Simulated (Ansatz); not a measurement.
# ZrZnN: from a guess to a relaxed structure

The task: take a trial cell of ZrZnN to zero force and stress.

Computed with Ansatz 0.2.0 (DFT PBE, scalar-relativistic, plane waves, PAW, unless a step's input says otherwise).

## 1. Starting point

Symmetry: P-6m2, No. 187, hexagonal system. The conventional cell has a = 3.565 Å, b = 3.565 Å, c = 3.560 Å, α = 90.00°, β = 90.00°, γ = 120.00°. Around Zr (site symmetry -6m2) lie 3 N at 2.06 Å. Around Zn (site symmetry -6m2) lie 6 N at 2.72 Å and 6 Zr at 2.72 Å. Around N (site symmetry -6m2) lie 3 Zr at 2.06 Å and 6 Zn at 2.72 Å.

Structure file:

```
CELL_PARAMETERS angstrom
3.56454 0.00000 0.00000
-1.78227 3.08699 0.00000
0.00000 0.00000 3.56037
ATOMIC_POSITIONS crystal
Zr 0.00000 0.00000 0.50000
Zn 0.33333 0.66667 0.00000
N 0.66667 0.33333 0.50000
```

Recipe of the guess: species swapped into a database cell of TaBeB (P-6m2, No. 187), with Zn on the Ta sites, N on the Be sites and Zr on the B sites. Its size is a rough estimate.

## 2. Probe: one point on a coarse mesh

The input, input.yaml:

```yaml
crystal:
  lattice:
    - [3.56454391, 0.0, 0.0]
    - [-1.78227196, 3.08698558, 0.0]
    - [0.0, 0.0, 3.56037477]
  atoms:
    - { symbol: Zr, position: [0.0, 0.0, 0.5] }
    - { symbol: Zn, position: [0.33333333, 0.66666667, 0.0] }
    - { symbol: "N", position: [0.66666667, 0.33333333, 0.5] }
basis:
  ecutwfc: 420
kpoints:
  mp_grid: { grid: [6, 6, 6] }
hamiltonian:
  xc: pbe
scf:
  occupations: { method: gaussian, width: 0.1 }
  lower_state_search: "off"
output:
  forces: true
  stress: true
  eigenvalues: true
```

Command:

```
> ansatz run input.yaml --threads 1 --pin off --max-ram 2560MiB --backend cpu --events-out ev --progress --plain --runs-dir out
```

Standard output (excerpt; [...] marks lines left out):

```text
[...]
SCF converged after 7 iterations
Free energy (F): -7887.267828 eV
[...]
E sigma→0 (E₀):  -7887.263920 eV
Entropy (-TS):   -0.007816 eV (-2.605 meV/atom)
Fermi energy:    14.748566 eV
[...]
--- Forces (eV/Å), atoms counted from 1 ---
  atom   1  Zr    -0.00000000    -0.00000000     0.00000000
  atom   2  Zn     0.00000000     0.00000000     0.00000000
  atom   3  N      0.00000000     0.00000000     0.00000000
[...]
--- Stress (GPa, compression-positive) ---
       25.611618       0.000000       0.000000
        0.000000      25.611618       0.000000
        0.000000       0.000000      34.972432
  P = ⅓ Tr σ = 28.7319 GPa (287.319 kbar)
--- Band table (eV; the first three rows and the last of 28) ---
  k-point 0: bands = ["-33.8302", "-11.9690", "-11.9690", "-11.8878", "-0.5647", "6.5670", "6.8667", "6.8667", "6.9169", "6.9169", "9.0355", "9.2689", "9.2689", "11.8950", "16.2705", "17.5368", "17.5368", "21.1040", "21.1040"]
[...]
```

It took 4.1 s on 1 thread of Arm Neoverse V1, shared host; peak memory 0.31 GiB.

From the probe: pressure 28.7 GPa, largest force 0.00 eV/Å, gap on this mesh none (metal). A guess like this is first relaxed loosely on the coarse mesh.

## 3. A loose first relaxation

input.yaml: that of step 2 with these lines changed.

```diff
@@ -22 +22,6 @@
   eigenvalues: true
+relax:
+  adjacent_minimum: "off"
+  f_tol: 0.04
+  max_steps: 70
+  cell: { stress_tol: 0.4 }
```

Command:

```
> ansatz run input.yaml --threads 1 --pin off --max-ram 2560MiB --backend cpu --events-out ev --progress --plain --runs-dir out
```

Standard output:

```text
Warning: RAYON_NUM_THREADS=1 ignored (pool sized by the plan → 1); use --threads N
Engine: ansatz 0.2.0, aarch64-unknown-linux-gnu
Pseudopotentials: kind: paw
Pseudopotential: Zr, paw, valence charge 12, recommended cutoff 420 eV (normal), Zr.paw.azcp
Pseudopotential: Zn, paw, valence charge 12, recommended cutoff 420 eV (normal), Zn.paw.azcp
Pseudopotential: N, paw, valence charge 5, recommended cutoff 420 eV (normal), N.paw.azcp
Functional definition: PBE
  parameter kappa = 0.804
  parameter beta = 0.06672455060314922
  exchange = pbe_x(kappa = kappa, mu = beta*pi^2/3)
  correlation = pbe_c(beta = beta)
Crystal: 3 atoms, lattice volume = 39.177 Å³
Basis set: ecut = 420 eV, 761 PW (Γ), exchange–correlation on 48×48×48 points (8 copies of the dense FFT grid, shifted against one another)
Bands: 19, of which v1, the nominal top of the filled ones, is band 15 counted from 1 (14 counted from 0)
Symmetry: 12 space group operations
Space group: P-6m2 (ITA 187), of the structure as read, at distance tolerance 3.4e-5 Å
k-points: 28 of 216 (time reversal used)
Non-local potential: Zr, projectors of the file, l = 0: 3, l = 1: 2, l = 2: 2, l = 3: 2
Non-local potential: Zn, projectors of the file, l = 0: 2, l = 1: 2, l = 2: 3, l = 3: 1
Non-local potential: N, projectors of the file, l = 0: 2, l = 1: 2, l = 2: 1
PAW form: soft (Blöchl's): semilocal exchange-correlation on the pseudo side does not see the compensation charge
PAW one-centre angular grid: Zr, 590 points (default); XC on 64 Gauss nodes
PAW one-centre angular grid: Zn, 590 points (default); XC on 64 Gauss nodes
PAW one-centre angular grid: N, 110 points (default); XC on 64 Gauss nodes
Initial density: superposition of atomic densities (neutral atoms: chi_scale 0, normalization atom), corrected by the library's trained network
Initial wavefunctions: pseudopotential atomic-orbital guess
Functional: x = pbe(κ = 0.804, μ = 0.2195149727645171), c = pbe(β = 0.06672455060314922)
SCF iter   1: F=—  HF=-7887.267881 eV  |F-HF|=—  |Δ(HF+E_count)|=         —  Δρ=6.11e-3  dr2=1.09e-2  ethr=1.77e-3  ⟨swp⟩=5.1  Hψ=2631  notcnv=0
preconditioner: auto → none  [metal: Δε(μ)=0.040 eV  Ē_g=14.353 eV  σ=0.100 eV  W_gap=0.22  n_scr=8 (ndim 8)  ℏωp=30.8 eV  f_vac=0.000  D(μ)=1.40/eV (n_scr^D=8)  sad-step TF]
SCF iter   2: F=—  HF=-7887.268083 eV  |F-HF|=—  |Δ(HF+E_count)|=   2.02e-4  Δρ=3.70e-3  dr2=4.93e-3  ethr=3.78e-5  ⟨swp⟩=1.0  Hψ=756  notcnv=0
SCF iter   3: F=—  HF=-7887.267908 eV  |F-HF|=—  |Δ(HF+E_count)|=   1.74e-4  Δρ=8.21e-4  dr2=1.87e-4  ethr=1.70e-5  ⟨swp⟩=2.0  Hψ=810  notcnv=0
SCF iter   4: F=—  HF=-7887.267867 eV  |F-HF|=—  |Δ(HF+E_count)|=   4.17e-5  Δρ=4.44e-4  dr2=4.41e-5  ethr=6.43e-7  ⟨swp⟩=2.0  Hψ=788  notcnv=0
SCF iter   5: F=—  HF=-7887.267831 eV  |F-HF|=—  |Δ(HF+E_count)|=   3.56e-5  Δρ=1.62e-4  dr2=8.23e-6  ethr=1.52e-7  ⟨swp⟩=2.0  Hψ=664  notcnv=0
SCF iter   6: F=—  HF=-7887.267828 eV  |F-HF|=—  |Δ(HF+E_count)|=   2.72e-6  Δρ=4.37e-5  dr2=4.71e-7  ethr=2.84e-8  ⟨swp⟩=2.0  Hψ=733  notcnv=0
SCF iter   7: F=-7887.267828 eV  HF=-7887.267828 eV  |F-HF|=1.17e-8  |Δ(HF+E_count)|=   1.90e-7  Δρ=5.64e-6  dr2=1.04e-8  ethr=3.45e-10  ⟨swp⟩=6.3  Hψ=2324  notcnv=0
SCF 1 converged in 7 iterations: F = -7887.267828 eV  dr2 = 1.04e-8
relax step   1: F+E_penalty+E_count = -7887.26782796 eV  Δ(F+E_penalty+E_count) = +0.000e0 eV  max|allowed force component| = 1.727e-16 eV/Å  Δτ_max = 0.0000 Å  P = +28.732 GPa  Ω = 39.177 Å³  (7 SCF iters, dr2 threshold 1.00e-7 eV, accepted)
Crystal: 3 atoms, lattice volume = 42.932 Å³
Basis set: ecut = 420 eV, 841 PW (Γ), exchange–correlation on 48×48×48 points (8 copies of the dense FFT grid, shifted against one another)
Initial density: handed on by an earlier stage of this run
Initial wavefunctions: those handed on with the density
iter 1 solved again at ethr=2.68e-4 eV; its pass at ethr=3.10e-3 eV (dr2=7.78e-2 eV) is discarded
SCF iter   1: F=—  HF=-7887.800983 eV  |F-HF|=—  |Δ(HF+E_count)|=         —  Δρ=1.19e-2  dr2=7.98e-2  ethr=2.68e-4  ⟨swp⟩=1.5  Hψ=3267  notcnv=0
preconditioner: auto → none  [metal: Δε(μ)=0.091 eV  Ē_g=14.073 eV  σ=0.100 eV  W_gap=0.41  n_scr=8 (ndim 8)  ℏωp=29.4 eV  f_vac=0.000  D(μ)=1.03/eV (n_scr^D=8)]
SCF iter   2: F=—  HF=-7887.778731 eV  |F-HF|=—  |Δ(HF+E_count)|=   2.23e-2  Δρ=3.47e-3  dr2=3.06e-3  ethr=2.68e-4  ⟨swp⟩=2.1  Hψ=927  notcnv=0
SCF iter   3: F=—  HF=-7887.776583 eV  |F-HF|=—  |Δ(HF+E_count)|=   2.15e-3  Δρ=1.78e-3  dr2=9.92e-4  ethr=1.06e-5  ⟨swp⟩=2.2  Hψ=1027  notcnv=0
SCF iter   4: F=—  HF=-7887.776389 eV  |F-HF|=—  |Δ(HF+E_count)|=   1.95e-4  Δρ=6.96e-4  dr2=1.97e-4  ethr=3.42e-6  ⟨swp⟩=2.3  Hψ=687  notcnv=0
SCF iter   5: F=—  HF=-7887.776274 eV  |F-HF|=—  |Δ(HF+E_count)|=   1.14e-4  Δρ=1.58e-4  dr2=8.56e-6  ethr=6.80e-7  ⟨swp⟩=2.3  Hψ=783  notcnv=0
SCF iter   6: F=—  HF=-7887.776276 eV  |F-HF|=—  |Δ(HF+E_count)|=   1.37e-6  Δρ=2.54e-5  dr2=3.60e-7  ethr=2.95e-8  ⟨swp⟩=2.0  Hψ=795  notcnv=0
SCF iter   7: F=-7887.776276 eV  HF=-7887.776276 eV  |F-HF|=4.39e-9  |Δ(HF+E_count)|=   3.80e-8  Δρ=3.36e-6  dr2=6.58e-9  ethr=1.03e-9  ⟨swp⟩=5.8  Hψ=2413  notcnv=0
SCF 2 converged in 7 iterations: F = -7887.776276 eV  dr2 = 6.58e-9
relax step   2: F+E_penalty+E_count = -7887.77627590 eV  Δ(F+E_penalty+E_count) = -5.084e-1 eV  max|allowed force component| = 5.428e-16 eV/Å  Δτ_max = 0.0000 Å  P = +11.598 GPa  Ω = 42.932 Å³  energy of the carried Pulay correction = -6.908e-3 eV  (7 SCF iters, dr2 threshold 3.00e-7 eV, accepted)
Crystal: 3 atoms, lattice volume = 45.277 Å³
Basis set: ecut = 420 eV, 877 PW (Γ), exchange–correlation on 48×48×48 points (8 copies of the dense FFT grid, shifted against one another)
iter 1 solved again at ethr=6.85e-5 eV; its pass at ethr=3.10e-3 eV (dr2=1.99e-2 eV) is discarded
SCF iter   1: F=—  HF=-7888.004319 eV  |F-HF|=—  |Δ(HF+E_count)|=         —  Δρ=5.91e-3  dr2=1.96e-2  ethr=6.85e-5  ⟨swp⟩=1.2  Hψ=3581  notcnv=0
preconditioner: auto → none  [insulator: Δε(μ)=0.176 eV  Ē_g=13.840 eV  σ=0.100 eV  W_gap=0.73  n_scr=8 (ndim 8)  ℏωp=28.7 eV  f_vac=0.000  D(μ)=0.88/eV (n_scr^D=2)  ε∞_Penn≈5.3]
SCF iter   2: F=—  HF=-7887.999053 eV  |F-HF|=—  |Δ(HF+E_count)|=   5.27e-3  Δρ=1.75e-3  dr2=1.07e-3  ethr=6.77e-5  ⟨swp⟩=2.0  Hψ=818  notcnv=0
SCF iter   3: F=—  HF=-7887.998489 eV  |F-HF|=—  |Δ(HF+E_count)|=   5.64e-4  Δρ=1.01e-3  dr2=3.15e-4  ethr=3.68e-6  ⟨swp⟩=2.3  Hψ=1008  notcnv=0
SCF iter   4: F=—  HF=-7887.998426 eV  |F-HF|=—  |Δ(HF+E_count)|=   6.29e-5  Δρ=2.42e-4  dr2=1.00e-5  ethr=1.09e-6  ⟨swp⟩=2.0  Hψ=763  notcnv=0
SCF iter   5: F=—  HF=-7887.998243 eV  |F-HF|=—  |Δ(HF+E_count)|=   1.83e-4  Δρ=3.51e-5  dr2=2.59e-7  ethr=1.03e-9  ⟨swp⟩=6.0  Hψ=3253  notcnv=0
SCF iter   6: F=-7887.998243 eV  HF=-7887.998243 eV  |F-HF|=9.12e-9  |Δ(HF+E_count)|=   2.81e-7  Δρ=6.25e-6  dr2=2.27e-8  ethr=8.92e-10  ⟨swp⟩=3.0  Hψ=2213  notcnv=0
SCF 3 converged in 6 iterations: F = -7887.998243 eV  dr2 = 2.27e-8
relax step   3: F+E_penalty+E_count = -7887.99824344 eV  Δ(F+E_penalty+E_count) = -2.220e-1 eV  max|allowed force component| = 1.480e-16 eV/Å  Δτ_max = 0.0000 Å  P = +5.189 GPa  Ω = 45.277 Å³  energy of the carried Pulay correction = -1.075e-2 eV  (6 SCF iters, dr2 threshold 3.00e-7 eV, accepted)
[... from here on, the SCF cycles and remarks between the steps are left out ...]
relax step   4: F+E_penalty+E_count = -7888.13110117 eV  Δ(F+E_penalty+E_count) = -1.329e-1 eV  max|allowed force component| = 9.869e-17 eV/Å  Δτ_max = 0.0000 Å  P = +2.119 GPa  Ω = 47.025 Å³  energy of the carried Pulay correction = -1.335e-2 eV  (7 SCF iters, dr2 threshold 3.00e-7 eV, accepted)
relax step   5: F+E_penalty+E_count = -7888.20351297 eV  Δ(F+E_penalty+E_count) = -7.241e-2 eV  max|allowed force component| = 7.401e-17 eV/Å  Δτ_max = 0.0000 Å  P = +0.721 GPa  Ω = 48.380 Å³  energy of the carried Pulay correction = -1.517e-2 eV  (6 SCF iters, dr2 threshold 3.00e-7 eV, accepted)
relax step   6: F+E_penalty+E_count = -7888.21343887 eV  Δ(F+E_penalty+E_count) = -9.926e-3 eV  max|allowed force component| = 3.824e-16 eV/Å  Δτ_max = 0.0000 Å  P = +0.006 GPa  Ω = 49.128 Å³  energy of the carried Pulay correction = -1.613e-2 eV  (6 SCF iters, dr2 threshold 3.00e-7 eV, accepted)
relax step   7: F+E_penalty+E_count = -7888.32419453 eV  Δ(F+E_penalty+E_count) = -1.108e-1 eV  max|allowed force component| = 2.467e-16 eV/Å  Δτ_max = 0.0000 Å  P = +2.338 GPa  Ω = 49.128 Å³  stress off target by 5.11e0 GPa  SCF on the basis re-selected at this cell (its energy is not comparable with the rows above)  (7 SCF iters)
relax step   8: F+E_penalty+E_count = -7888.36281940 eV  Δ(F+E_penalty+E_count) = -3.862e-2 eV  max|allowed force component| = 9.869e-17 eV/Å  Δτ_max = 0.0000 Å  P = +0.515 GPa  Ω = 50.748 Å³  energy of the carried Pulay correction = -2.383e-3 eV  (7 SCF iters, dr2 threshold 3.00e-7 eV, accepted)
relax step   9: F+E_penalty+E_count = -7888.38912472 eV  Δ(F+E_penalty+E_count) = -2.631e-2 eV  max|allowed force component| = 3.331e-16 eV/Å  Δτ_max = 0.0000 Å  P = +0.492 GPa  Ω = 52.013 Å³  energy of the carried Pulay correction = -4.596e-3 eV  (7 SCF iters, dr2 threshold 3.00e-7 eV, accepted)
relax step  10: F+E_penalty+E_count = -7888.38950037 eV  Δ(F+E_penalty+E_count) = -3.757e-4 eV  max|allowed force component| = 4.811e-16 eV/Å  Δτ_max = 0.0000 Å  P = +0.031 GPa  Ω = 52.570 Å³  energy of the carried Pulay correction = -5.760e-3 eV  (6 SCF iters, dr2 threshold 3.00e-7 eV, accepted)
Basis set: ecut = 420 eV, 1005 PW (Γ), exchange–correlation on 48×48×64 points (8 copies of the dense FFT grid, shifted against one another)
iter 1 solved again at ethr=1.15e-7 eV; its pass at ethr=3.10e-3 eV (dr2=3.35e-5 eV) is discarded
SCF iter   1: F=—  HF=-7888.397119 eV  |F-HF|=—  |Δ(HF+E_count)|=         —  Δρ=8.28e-4  dr2=2.95e-5  ethr=1.15e-7  ⟨swp⟩=2.2  Hψ=3752  notcnv=0
preconditioner: auto → Kerker (q_TF=auto, 2.471 Å⁻¹)  [metal: Δε(μ)=0.097 eV  Ē_g=8.774 eV  σ=0.100 eV  W_gap=0.46  n_scr=20 (ndim 8)  ℏωp=23.5 eV  f_vac=0.000  D(μ)=1.35/eV (n_scr^D=8)]
SCF iter   2: F=—  HF=-7888.398153 eV  |F-HF|=—  |Δ(HF+E_count)|=   1.03e-3  Δρ=4.22e-4  dr2=7.33e-6  ethr=1.02e-7  ⟨swp⟩=2.0  Hψ=823  notcnv=0
SCF iter   3: F=—  HF=-7888.398456 eV  |F-HF|=—  |Δ(HF+E_count)|=   3.03e-4  Δρ=1.85e-4  dr2=1.04e-6  ethr=2.53e-8  ⟨swp⟩=2.3  Hψ=723  notcnv=0
SCF iter   4: F=—  HF=-7888.398530 eV  |F-HF|=—  |Δ(HF+E_count)|=   7.35e-5  Δρ=2.01e-5  dr2=1.50e-7  ethr=3.58e-9  ⟨swp⟩=2.0  Hψ=827  notcnv=0
SCF iter   5: F=—  HF=-7888.398530 eV  |F-HF|=—  |Δ(HF+E_count)|=   1.17e-7  Δρ=6.78e-6  dr2=1.53e-8  ethr=5.18e-10  ⟨swp⟩=2.0  Hψ=714  notcnv=0
SCF iter   6: F=—  HF=-7888.398530 eV  |F-HF|=—  |Δ(HF+E_count)|=   6.95e-8  Δρ=1.77e-6  dr2=2.58e-9  ethr=5.26e-11  ⟨swp⟩=2.0  Hψ=794  notcnv=0
SCF iter   7: F=-7888.398530 eV  HF=-7888.398530 eV  |F-HF|=1.03e-10  |Δ(HF+E_count)|=  5.68e-10  Δρ=5.44e-7  dr2=1.94e-10  ethr=6.62e-12  ⟨swp⟩=4.0  Hψ=1640  notcnv=0
SCF 11 converged in 7 iterations: F = -7888.398530 eV  dr2 = 1.94e-10
relax step  11: F+E_penalty+E_count = -7888.39852970 eV  Δ(F+E_penalty+E_count) = -9.029e-3 eV  max|allowed force component| = 5.058e-16 eV/Å  Δτ_max = 0.0000 Å  P = +0.093 GPa  Ω = 52.570 Å³  stress off target by 3.04e-1 GPa  SCF on the basis re-selected at this cell (its energy is not comparable with the rows above)  (7 SCF iters)
basis re-selected at this cell: Δ(F+E_penalty+E_count) = -9.029e-3 eV, ΔP = +0.062 GPa vs the last step (what re-selecting the basis moved, of the pressure what is left beyond the Pulay correction that the steps carried, after the strain that the cell walked since its last selection, with what the two solves' SCF thresholds leave and, on support functions, any second-order correction that the steps lacked; it is no measure of the basis error at this ecutwfc). The dense FFT grid was sized anew with the basis: this SCF ran on 24×24×32 points, the steps before it on 25×25×30, so part of this shift can come from that change (see relax.cell in the input reference). This SCF's stress stands 3.04e-1 GPa from its target on what of the cell is left free (relax.cell.stress_tol is 4.00e-1 GPa) and its largest allowed force component is 5.06e-16 eV/Å (relax.f_tol is 4.00e-2 eV/Å): within both
SCF converged after 7 iterations
Free energy (F): -7888.398530 eV
Harris-Foulkes:  -7888.398530 eV  (|F-HF|=1.03e-10)
Internal energy: -7888.391788 eV  (E = F + TS)
E sigma→0 (E₀):  -7888.395159 eV
Entropy (-TS):   -0.006742 eV (-2.247 meV/atom)
Fermi energy:    10.372268 eV
--- Per-component energies (eV) ---
  E_band       = -94.275249
  E_kinetic    = 593.833202
  E_local      = -2639.825187  (includes V_loc(G=0)·N_el)
  E_nonlocal   = 736.093262
  E_hartree    = 1012.892324
  E_xc         = -358.596885
  E_vxc        = -318.532478  (∫ρ·V_xc dr)
  E_paw        = -4906.106073  (= ΣΔE_a)
  E_vpaw       = -491.628524  (= ΣTr[D̂ρ^β])
  E_aug_tail   = -0.000251  (compensation charges beyond the density's cutoff)
  E_ewald      = -2326.682180
  E_smearing   = -0.006742  (= −TS)
  E_closure    = -0.000000  (closes the sum)
  Σ components = -7888.398530   (vs F -7888.398530, Δ=0.00e0)
--- Forces (eV/Å), atoms counted from 1 ---
  atom   1  Zr     0.00000000    -0.00000000    -0.00000000
  atom   2  Zn     0.00000000     0.00000000     0.00000000
  atom   3  N      0.00000000     0.00000000     0.00000000
  max |Σ_I F_I| component: 4.07e-16 eV/Å
--- Stress (GPa, compression-positive) ---
       -0.012500      -0.000000      -0.000000
        0.000000      -0.012500      -0.000000
       -0.000000      -0.000000       0.303572
  P = ⅓ Tr σ = 0.0929 GPa (0.929 kbar)
--- Band table (eV; the first three rows and the last of 28) ---
  k-point 0: bands = ["-38.8817", "-17.0225", "-16.8504", "-16.8504", "-4.3467", "3.0638", "3.1974", "3.1974", "3.1982", "3.1982", "4.5744", "5.3104", "5.3104", "6.9314", "12.4894", "12.4894", "12.7295", "14.2122", "16.5950"]
  k-point 1: bands = ["-38.8816", "-17.0253", "-16.8503", "-16.8503", "-4.3334", "3.0705", "3.1798", "3.1798", "3.2047", "3.2047", "4.4479", "5.3321", "5.3321", "7.2958", "12.4162", "12.4162", "12.7402", "13.0024", "17.5695"]
  k-point 2: bands = ["-38.8815", "-17.0307", "-16.8501", "-16.8501", "-4.3068", "3.0838", "3.1643", "3.1643", "3.1983", "3.1983", "4.2412", "5.3754", "5.3754", "8.2338", "11.2200", "12.2786", "12.2786", "12.7654", "17.9010"]
  k-point 27: bands = ["-38.8440", "-17.2873", "-17.0997", "-16.9770", "-3.0584", "3.0796", "3.1640", "3.1694", "3.2262", "3.2354", "5.8657", "6.3621", "7.2011", "7.4577", "9.8280", "10.8594", "12.1897", "13.3792", "14.2108"]
--- Relaxed structure (9 steps of the walk, 9 accepted, 2 SCFs on fresh bases) ---
  F+E_penalty+E_count = -7888.39852970 eV   max|allowed force component| = 5.058e-16 eV/Å   (the final SCF, on the basis selected at the relaxed cell)
  cell:  # Å, volume = 52.5705 Å³
    - [3.580667481561875, 2.8998091489441104e-9, 0.0]
    - [-1.7903337432922457, 3.100949000087527, 0.0]
    - [0.0, 0.0, 4.7346009584130195]
  atoms:
    - { symbol: Zr, position: [7.537210777208656e-34, 8.110530037260264e-34, 0.5] }
    - { symbol: Zn, position: [0.3333333333333332, 0.6666666666666664, 0.0] }
    - { symbol: N, position: [0.6666666666666665, 0.33333333333333326, 0.5] }
```

Wall time 41 s (1 thread of Arm Neoverse V1, shared host); peak memory 0.34 GiB.

The steps of the relaxation:

| step | energy from step 1 (eV/cell) | largest force component (eV/Å) | pressure (GPa) | volume (Å³) |
| --- | --- | --- | --- | --- |
| 1 | 0.0000 | 0.0000 | 28.73 | 39.18 |
| 2 | -0.5084 | 0.0000 | 11.60 | 42.93 |
| 3 | -0.7304 | 0.0000 | 5.19 | 45.28 |
| 4 | -0.8633 | 0.0000 | 2.12 | 47.03 |
| 5 | -0.9357 | 0.0000 | 0.72 | 48.38 |
| 6 | -0.9456 | 0.0000 | 0.01 | 49.13 |
| 7 | -1.0564 | 0.0000 | 2.34 | 49.13 |
| 8 | -1.0950 | 0.0000 | 0.52 | 50.75 |
| 9 | -1.1213 | 0.0000 | 0.49 | 52.01 |
| 10 | -1.1217 | 0.0000 | 0.03 | 52.57 |
| 11 | -1.1307 | 0.0000 | 0.09 | 52.57 |

Step 1 is the start. Steps 7, 11 each repeat the geometry before them on a plane-wave basis chosen anew, so the energy can jump there without any move.

|  | before | after | change |
| --- | --- | --- | --- |
| a (Å) | 3.565 | 3.581 | +0.5 % |
| b (Å) | 3.565 | 3.581 | +0.5 % |
| c (Å) | 3.560 | 4.735 | +33.0 % |
| volume (Å³/atom) | 13.06 | 17.52 | +34.2 % |
| shortest distance (Å) | 2.058 | 2.067 | +0.5 % |
| space group (0.01 Å) | P-6m2 | P-6m2 | same |

Forces and stress were held to the start's 12 operations: a distortion of lower symmetry was not tested.

## 4. Spin check on a coarse mesh

The input, input.yaml:

```yaml
crystal:
  lattice:
    - [3.5806674816, 0.0, 0.0]
    - [-1.7903337408, 3.1009490015, 0.0]
    - [0.0, 0.0, 4.7346009584]
  atoms:
    - { symbol: Zr, position: [0.0, 0.0, 0.5], spin: 1.0 }
    - { symbol: Zn, position: [0.3333333333, 0.6666666667, 0.0] }
    - { symbol: "N", position: [0.6666666667, 0.3333333333, 0.5] }
basis:
  ecutwfc: 420
kpoints:
  mp_grid: { grid: [6, 6, 4] }
hamiltonian:
  xc: pbe
scf:
  occupations: { method: gaussian, width: 0.1 }
  lower_state_search: "off"
output:
  forces: true
  stress: true
  eigenvalues: true
  populations: true
magnetization:
  spin_polarized: true
```

Command:

```
> ansatz run input.yaml --threads 1 --pin off --max-ram 2560MiB --backend cpu --events-out ev --progress --plain --runs-dir out
```

Standard output (excerpt; [...] marks lines left out):

```text
[...]
SCF converged after 16 iterations
Magnetization: 0.0000 μB (14.5000 up, 14.5000 down)
Absolute magnetization: 0.0000 μB (∫|ρ↑−ρ↓|, with the PAW one-centre terms)
Spin contamination: 0.0000 ħ² per cell (⟨S²⟩ above its minimum at these occupations)
Per-site moments (μB) at R_I (Å): [(3.1750140482049377e-6, 0.8527609754221868), (1.329889981677891e-6, 1.2964474106702357), (-1.133964427834004e-6, 0.8527609754221868)]
Free energy (F): -7888.400600 eV
[...]
E sigma→0 (E₀):  -7888.397711 eV
Entropy (-TS):   -0.005779 eV (-1.926 meV/atom)
Fermi energy:    10.339485 eV
[...]
--- Forces (eV/Å), atoms counted from 1 ---
  atom   1  Zr    -0.00000000     0.00000000     0.00000000
  atom   2  Zn     0.00000000    -0.00000000     0.00000000
  atom   3  N     -0.00000000    -0.00000000     0.00000000
[...]
--- Stress (GPa, compression-positive) ---
       -0.184557      -0.000000       0.000000
       -0.000000      -0.184557       0.000000
        0.000000       0.000000       1.021329
  P = ⅓ Tr σ = 0.2174 GPa (2.174 kbar)
--- Band table (eV; the first three rows and the last of 42) ---
  k-point 0 ↑: bands = ["-38.9171", "-17.0587", "-16.8813", "-16.8813", "-4.3384", "3.0775", "3.2113", "3.2113", "3.2121", "3.2121", "4.5786", "5.3074", "5.3074", "6.9434", "12.4666", "12.4666", "12.7147", "14.2210", "16.5851"]
[...]
--- Löwdin populations: 3 sites ---
  site symbol       q [e]    m [muB]
     0     Zr     11.6914     0.0000
     1     Zn     11.3106    -0.0000
     2      N      5.7223    -0.0000
  spilling = 0.009508 (of n_electrons = 29.000000)
```

Wall time 10 s (1 thread of Arm Neoverse V1, shared host); peak memory 0.34 GiB.

Site by site:

```csv
atom,Löwdin electrons
Zr1,11.69
Zn2,11.31
N3,5.72
```

The Löwdin counts miss 0.28 of the 29 electrons, which the atomic orbitals do not span, so they are no charges.

The same cell is solved with trial moments on Zr. The largest site moment that stays is 0.00 μB and the cell's total 0.00 μB. The workflow keeps spin only above 0.25 μB on a site, so the next run goes without spin.

(Part 1 of 2 ends here.)
